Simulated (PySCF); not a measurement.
# FO3Re (Re(O)3(F)-): the cost of one run

Program: PySCF 2.14.0. Level of theory: PBE, Re def2-SVP with ECP60, O def2-SVP, F def2-SVP; scalar-relativistic core potentials, no spin–orbit coupling. These are calculated values, not measurements.

1 further run of the same task is left out (for a known fault of the program).

## (1) The starting structure

5 atoms, charge -1, spin multiplicity 2.

Bond lengths: Re1–O2 1.746 Å, Re1–O3 1.756 Å, Re1–O4 1.756 Å, Re1–F5 1.955 Å. Angles: O2–Re1–O3 106.6°, O2–Re1–O4 106.6°, O2–Re1–F5 135.2°, O3–Re1–O4 121.9°, O3–Re1–F5 94.3°, O4–Re1–F5 94.3°.

Coordinates:

```xyz
5
charge -1, multiplicity 2
Re    0.0418    0.0618    0.0943
O     1.1780    0.7596    1.2222
O    -1.1838   -0.7493    1.0558
O     0.9928   -0.7919   -1.1104
F    -1.2372    0.7694   -1.2044
```

Formal oxidation states: Re +6. An earlier session relaxed this geometry at PBE, Re def2-SVP with ECP60, O def2-SVP, F def2-SVP (doublet, point group Cs).

Its energy there is -403.504947 Eh.

## (2) Atoms moved at random, σ = 0.03 Å

File run.py (the lines that set the calculation):

```python
mol = gto.M(atom='''
Re     0.03639     0.08669     0.11321
O      1.17836     0.76554     1.20158
O     -1.17245    -0.74876     1.07931
O      0.95488    -0.81566    -1.12496
F     -1.20555     0.76174    -1.21161''',
    basis={'Re': 'def2-SVP', 'O': 'def2-SVP', 'F': 'def2-SVP'},
    ecp={'Re': 'def2-SVP'},
    charge=-1, spin=1)
mf = dft.UKS(mol, xc='PBE')
mf.grids.atom_grid = (50, 194)
mf = mf.density_fit()  # fitting sets: Re def2-universal-JKFIT, O def2-universal-JKFIT, F def2-universal-JKFIT
mf.conv_tol = 1e-08; mf.max_cycle = 55
mf.kernel(dm0)  # dm0: the density of the relaxed state
```

Command:

```sh
$ OMP_NUM_THREADS=2 python run.py
```

**Question.** How long does this run take on 2 threads of Arm Neoverse V1, shared host?

About 4.1 s.
